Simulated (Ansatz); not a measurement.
# CH2AlFO2S: the cost of one run

All numbers below are computed with Ansatz 0.2.0 (RKS BLYP/STO-3G).

## 1. The system as given

Bond lengths: O1–C2 1.423 Å, C2–S3 1.614 Å, C2–Al4 1.929 Å, Al4–O5 1.818 Å, Al4–F6 1.866 Å, O1–H7 1.026 Å, O5–H8 0.960 Å. Angles: O1–C2–S3 117.9°, O1–C2–Al4 125.0°, S3–C2–Al4 117.1°, C2–O1–H7 115.8°, C2–Al4–O5 123.2°, C2–Al4–F6 119.1°, O5–Al4–F6 117.5°, Al4–O5–H8 107.5°.

Coordinates:

```xyz
8

O     0.6108   -1.8500    1.1248
C     0.7970   -0.7617    0.2278
S     2.1648   -0.7135   -0.6281
Al   -0.4509    0.6873   -0.0289
O    -0.1809    2.0358   -1.2184
F    -2.0753    0.6585    0.8890
H    -0.2705   -1.8506    1.6502
H    -0.5028    1.7371   -2.0721
```

## 2. Preparing the start

input.yaml reads:

```yaml
crystal:
  periodic: [false, false, false]
  atoms:
    - { symbol: O, position_ang: [0.6108, -1.85, 1.1248] }
    - { symbol: C, position_ang: [0.797, -0.7617, 0.2278] }
    - { symbol: S, position_ang: [2.1648, -0.7135, -0.6281] }
    - { symbol: Al, position_ang: [-0.4509, 0.6873, -0.0289] }
    - { symbol: O, position_ang: [-0.1809, 2.0358, -1.2184] }
    - { symbol: F, position_ang: [-2.0753, 0.6585, 0.889] }
    - { symbol: H, position_ang: [-0.2705, -1.8506, 1.6502] }
    - { symbol: H, position_ang: [-0.5028, 1.7371, -2.0721] }
basis:
  gaussian: { orbitals: STO-3G }
hamiltonian:
  xc: blyp
relax:
  f_tol: 0.02
  max_steps: 40
scf:
  lower_state_search: "off"
```

Run with:

```bash
$ ansatz run input.yaml --threads 1 --pin off --max-ram 2048MiB --backend cpu --events-out ev --progress --plain --runs-dir out
```

What time and memory should one allow on 1 thread of an x86-64 CPU, shared host?

About 45 s, with a peak of 0.18 GiB.
